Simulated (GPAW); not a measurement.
# Nb3Sn (Pm-3n) in GPAW: equation of state

Aim: energy against volume of Nb3Sn in PBEsol, for its equilibrium volume and stiffness.

Program: GPAW 26.7.0. These are calculated values, not measurements. Logs are shortened: lines on timing, memory, paths and dates and some standing lists are left out, and cuts for length are marked. The log counts tension as positive stress, the text compression.

**1. The structure**

The structure is cubic, space group Pm-3n (No. 223). The conventional cell has a = 5.282 Å, b = 5.282 Å, c = 5.282 Å, α = 90.00°, β = 90.00°, γ = 90.00°. Sn (site symmetry m-3) is surrounded by 12 Nb at 2.95 Å. Around Nb (site symmetry -4m2) lie 2 Nb at 2.64 Å and 4 Sn at 2.95 Å.

**2. Equation of state, PBEsol**

Contents of run.py:

```python
from ase import Atoms
from ase.eos import EquationOfState
from ase.io import Trajectory
from ase.units import GPa
from gpaw import GPAW, PW, setup_paths

setup_paths.insert(0, '.')

atoms = Atoms(['Sn', 'Sn', 'Nb', 'Nb', 'Nb', 'Nb', 'Nb', 'Nb'],
              cell=[[5.2821, 0.0, 0.0],
                    [0.0, 5.2821, 0.0],
                    [0.0, 0.0, 5.2821]],
              scaled_positions=[[0.5, 0.5, 0.5],
                                [0.0, 0.0, 0.0],
                                [0.0, 0.5, 0.25],
                                [0.0, 0.5, 0.75],
                                [0.5, 0.25, 0.0],
                                [0.75, 0.0, 0.5],
                                [0.5, 0.75, 0.0],
                                [0.25, 0.0, 0.5]],
              pbc=True)

traj = Trajectory('eos.traj', 'w')
volumes, energies = [], []
for x in [0.94, 0.96, 0.98, 1.0, 1.02, 1.04, 1.06]:
    a = atoms.copy()
    a.set_cell(atoms.cell * x**(1 / 3), scale_atoms=True)
    calc = GPAW(mode=PW(600),
                xc='PBEsol',
                kpts={'size': (5, 5, 5), 'gamma': True},
                occupations={'name': 'fermi-dirac', 'width': 0.05},
                nbands=88,
                convergence={'density': 1e-05, 'energy': 1e-05},
                maxiter=150,
                txt=f'eos-{x:.2f}.txt')
    a.calc = calc
    energies.append(a.get_potential_energy(force_consistent=True))
    volumes.append(a.get_volume())
    p = -a.get_stress()[:3].mean() / GPa
    calc.write(f'eos-{x:.2f}.gpw')
    traj.write(a)
    print(f'{x:.2f} {volumes[-1]:10.4f} A^3 {energies[-1]:14.6f} eV {p:9.3f} GPa', flush=True)

v0, e0, B = EquationOfState(volumes, energies, eos='birchmurnaghan').fit()
print(f'V0 = {v0:.4f} A^3, E0 = {e0:.6f} eV, B0 = {B / GPa:.2f} GPa')
```

Potentials or basis: PAW data sets generated in the run's folder for this functional, pw.

Command:

```console
> gpaw-setup -f PBEsol Nb Sn
> OMP_NUM_THREADS=1 python run.py
```

What it wrote:

```text
__  _  _
 | _ |_)|_||  |
 |__||  | ||/\| - 26.7.0

Input parameters:
  mode=PW(ecut=600.0),
  convergence={'density': 1e-05, 'energy': 1e-05},
  kpts=MonkhorstPack(size=(5, 5, 5), gamma=True),
  maxiter=150,
  nbands=88,
  occupations=Occupations(name='fermi-dirac', width=0.05),
  xc=XC(name='PBEsol')

Diagonalizing LCAO Hamiltonian
Converting LCAO to pw mode
    .------------.
   /|            |
  / |            |
 *Nb|            |
 |  |            |
 |  |    Sn      |
 |NbNb-----Nb----.
 | /      Nb    /
 |/     Nb     /
 Sn-----------*

Atoms  # Å, Bohr magnetons
|   | symbol |        x |        y |        z |    initial magnetic moments |
|---|--------|----------|----------|----------|-----------------------------|
| 0 |     Sn | 2.587136 | 2.587136 | 2.587136 | ( 0.0000,  0.0000,  0.0000) |
| 1 |     Sn | 0.000000 | 0.000000 | 0.000000 | ( 0.0000,  0.0000,  0.0000) |
| 2 |     Nb | 0.000000 | 2.587136 | 1.293568 | ( 0.0000,  0.0000,  0.0000) |
| 3 |     Nb | 0.000000 | 2.587136 | 3.880704 | ( 0.0000,  0.0000,  0.0000) |
| 4 |     Nb | 2.587136 | 1.293568 | 0.000000 | ( 0.0000,  0.0000,  0.0000) |
| 5 |     Nb | 3.880704 | 0.000000 | 2.587136 | ( 0.0000,  0.0000,  0.0000) |
| 6 |     Nb | 2.587136 | 3.880704 | 0.000000 | ( 0.0000,  0.0000,  0.0000) |
| 7 |     Nb | 1.293568 | 0.000000 | 2.587136 | ( 0.0000,  0.0000,  0.0000) |

Unit cell  # Å
| periodic |        x |        y |        z |  lengths |    angles |
|----------|----------|----------|----------|----------|-----------|
|      yes | 5.174272 | 0.000000 | 0.000000 | 5.174272 | 90.000000 |
|      yes | 0.000000 | 5.174272 | 0.000000 | 5.174272 | 90.000000 |
|      yes | 0.000000 | 0.000000 | 5.174272 | 5.174272 | 90.000000 |

Number of symmetries: 24
Symmetry operations  # r_c * U_cc + t_c -> r_c
|    | kind |            matrix            |
|----|------|------------------------------|
|  0 |  E   |  1, 0, 0,  0, 1, 0,  0, 0, 1 |
|  1 |  σ   |  1, 0, 0,  0, 1, 0,  0, 0,-1 |
|  2 |  σ   |  1, 0, 0,  0,-1, 0,  0, 0, 1 |
|  3 |  C2  |  1, 0, 0,  0,-1, 0,  0, 0,-1 |
|  4 |  C3  |  0, 1, 0,  0, 0, 1,  1, 0, 0 |
|  5 |  S6  |  0, 1, 0,  0, 0, 1, -1, 0, 0 |
|  6 |  S6  |  0, 1, 0,  0, 0,-1,  1, 0, 0 |
|  7 |  C3  |  0, 1, 0,  0, 0,-1, -1, 0, 0 |
|  8 |  C3  |  0, 0, 1,  1, 0, 0,  0, 1, 0 |
|  9 |  S6  |  0, 0, 1,  1, 0, 0,  0,-1, 0 |
| 10 |  S6  |  0, 0, 1, -1, 0, 0,  0, 1, 0 |
| 11 |  C3  |  0, 0, 1, -1, 0, 0,  0,-1, 0 |
| 12 |  S6  |  0, 0,-1,  1, 0, 0,  0, 1, 0 |
| 13 |  C3  |  0, 0,-1,  1, 0, 0,  0,-1, 0 |
| 14 |  C3  |  0, 0,-1, -1, 0, 0,  0, 1, 0 |
| 15 |  S6  |  0, 0,-1, -1, 0, 0,  0,-1, 0 |
| 16 |  S6  |  0,-1, 0,  0, 0, 1,  1, 0, 0 |
| 17 |  C3  |  0,-1, 0,  0, 0, 1, -1, 0, 0 |
| 18 |  C3  |  0,-1, 0,  0, 0,-1,  1, 0, 0 |
| 19 |  S6  |  0,-1, 0,  0, 0,-1, -1, 0, 0 |
| 20 |  σ   | -1, 0, 0,  0, 1, 0,  0, 0, 1 |
| 21 |  C2  | -1, 0, 0,  0, 1, 0,  0, 0,-1 |
| 22 |  C2  | -1, 0, 0,  0,-1, 0,  0, 0, 1 |
| 23 |  i   | -1, 0, 0,  0,-1, 0,  0, 0,-1 |

BZ-sampling:
  Number of BZ points: 125
  Number of IBZ points: 11

  Monkhorst-Pack size: [5, 5, 5]
  Monkhorst-Pack shift: [0, 0, 0]

K-points  # in reciprocal-cell coordinates
|     |                                coordinates |     weight |
|-----|--------------------------------------------|------------|
|   0 | (  0.00000000,   0.00000000,   0.00000000) | 0.00800000 |
|   1 | (  0.20000000,   0.00000000,   0.00000000) | 0.04800000 |
|   2 | (  0.20000000,   0.20000000,   0.00000000) | 0.09600000 |
|   3 | (  0.20000000,   0.20000000,   0.20000000) | 0.06400000 |
|   4 | (  0.40000000,   0.00000000,   0.00000000) | 0.04800000 |
|   5 | (  0.40000000,   0.00000000,   0.20000000) | 0.09600000 |
|   6 | (  0.40000000,   0.20000000,   0.00000000) | 0.09600000 |
|   7 | (  0.40000000,   0.20000000,   0.20000000) | 0.19200000 |
|   8 | (  0.40000000,   0.40000000,   0.00000000) | 0.09600000 |
|   9 | (  0.40000000,   0.40000000,   0.20000000) | 0.19200000 |
| ... |                                            |            |
|  10 | (  0.40000000,   0.40000000,   0.40000000) | 0.06400000 |

Plane wave coefficients: 4656
Cutoff: 600.0 eV

Spin-components: 1 (collinear spins)
Bands:           88
Projectors:      48
Spin-degeneracy: 2
Datatype:        complex128

Parallelization:
  kpt:    1
  domain: 1
  band:   1

Density:
  Valence electrons: 106.0
  Components: 1
  Grid points: [30 30 30]
  Charge: 0.0  # |e|

Potential:
  Grid points: [30 30 30]

species:
  Sn:
    name:    Tin
    Z:       50.0
    valence: 14
    core:    36
    charge:  0.0  # [|e|]
    compensation charges:
      type: gauss
      rc: 0.38  # [Å]
      lmax: 2
    cutoffs:
      filter: 2.23  # [Å]
      core: 2.35  # [Å]
    projectors
    | kind |    occ | energy [eV] | rcut [Å] |
    |------|--------|-------------|----------|
    |   5s |  2.000 |     -10.584 |    1.201 |
    |   5p |  2.000 |      -3.711 |    1.270 |
    |   4d | 10.000 |     -25.798 |    1.185 |
    |    s |        |      16.628 |    1.201 |
    |    p |        |      23.501 |    1.270 |
    |    d |        |       1.413 |    1.185 |

    Using partial waves for Sn as LCAO basis

  Nb:
    name:    Niobium
    Z:       41.0
    valence: 13
    core:    28
    charge:  0.0  # [|e|]
    compensation charges:
      type: gauss
      rc: 0.40  # [Å]
      lmax: 2
    cutoffs:
      filter: 2.35  # [Å]
      core: 1.51  # [Å]
    projectors
    | kind |    occ | energy [eV] | rcut [Å] |
    |------|--------|-------------|----------|
    |   4s |  2.000 |     -58.318 |    1.323 |
    |   5s |  1.000 |      -4.011 |    1.323 |
    |   4p |  6.000 |     -34.497 |    1.323 |
    |   5p |  0.000 |      -1.086 |    1.323 |
    |   4d |  4.000 |      -3.056 |    1.244 |
    |    d |        |      24.155 |    1.244 |

    Using partial waves for Nb as LCAO basis

Reference energy: -958963.478680  # eV

eigensolver:
  PPCG
  Converge bands: occupied
  niter=2

density mixing:
  MSR1-Mixer
  Pratt-step length: 0.05
  Maximum mixing coefficient: 0.75
  Old densities: 10
  SVD Regularization: 0.005
  Good broyden scale: 1.0
  Trust region scale: 1.0
  Backstep threshold: 4.0
  History deletion threshold: 6.0
  Fourier metric: weight=20.0, sigma=0.015

occupation numbers:
  Fermi-Dirac:
    width: 0.0500  # eV

poisson solver:
  ecut: 4800.0  # eV

xc functional:
  name: PBEsol with 2 nearest neighbor stencil

convergence criteria:
[... 6 lines left out ...]
|iter     | |      energy | eigst |  dens |
|---------|-|-------------|-------|-------|
|iter:   1| |  -80.691291 | +0.37 |       |
|iter:   2| |  -80.188245 | -1.71 | -1.11 |
|iter:   3| |  -77.648560 | -0.81 | -1.13 |
|iter:   4| |  -77.047625 | -1.74 | -1.63 |
|iter:   5| |  -77.038820 | -3.22 | -2.08 |
|iter:   6| |  -77.040246 | -3.65 | -2.44 |
|iter:   7| |  -77.040325 | -5.08 | -3.52 |
|iter:   8| |  -77.040338c| -5.90 | -4.12 |
|iter:   9| |  -77.040339c| -6.80 | -4.48 |
|iter:  10| |  -77.040340c| -7.18 | -4.73 |
|iter:  11| |  -77.040340c| -7.92c| -5.59c|

Converged in 11 steps
Energy contributions relative to reference atoms: (reference = -958963.478680)

Energy contributions:
  Kinetic:          35.984773
  Coulomb:         -50.825021
  Zero:             -0.542138
  External:          0.000000
  Xc:              -61.606736
  Entropy:          -0.102436
  Spinorbit:         0.000000
  ----------------------------
  Free energy:     -77.091558
  Extrapolated:    -77.040340

dipole moment: (-55.356444, -55.356444, -55.356444)  # |e|*Ang

Fermi level: 11.954
Eigenvalues  # (at kpt = [0.000, 0.000, 0.000])
| band index |      eig [eV] | occ [0-2] |
|------------|---------------|-----------|
|          0 |       -42.402 |     2.000 |
|        ... |               |           |
|         46 |        10.081 |     2.000 |
|         47 |        10.081 |     2.000 |
|         48 |        10.415 |     2.000 |
|         49 |        11.372 |     2.000 |
|         50 |        11.372 |     2.000 |
|         51 |        11.372 |     2.000 |
[... 8 lines left out ...]
|         60 |        15.989 |     0.000 |
|         61 |        15.989 |     0.000 |
|        ... |               |           |
|         87 |        25.318 |     0.000 |

No gap
No difference between direct/indirect transitions

Stress tensor  # eV/Ang^3
|         x |         y |         z |
|-----------|-----------|-----------|
| -0.054276 |  0.000000 |  0.000000 |
|  0.000000 | -0.054276 |  0.000000 |
|  0.000000 |  0.000000 | -0.054276 |

# Writing to eos-0.94.gpw (mode='')
```

It took 11 min on 1 thread of Arm Neoverse V2, shared host; peak memory 0.62 GiB.

Results:

| Property | Result |
| --- | --- |
| Equilibrium volume | 18.11 Å³/atom |
| Bulk modulus | 177 GPa |
| Pressure derivative of the bulk modulus | 4.3 |

Energy against volume, from the lowest point:
| volume (Å³/atom) | energy (meV/atom) |
| --- | --- |
| 17.316 | 20.79 |
| 17.685 | 5.71 |
| 18.053 | 0.00 |
| 18.422 | 2.72 |
| 18.790 | 13.01 |
| 19.159 | 30.09 |
| 19.527 | 53.30 |
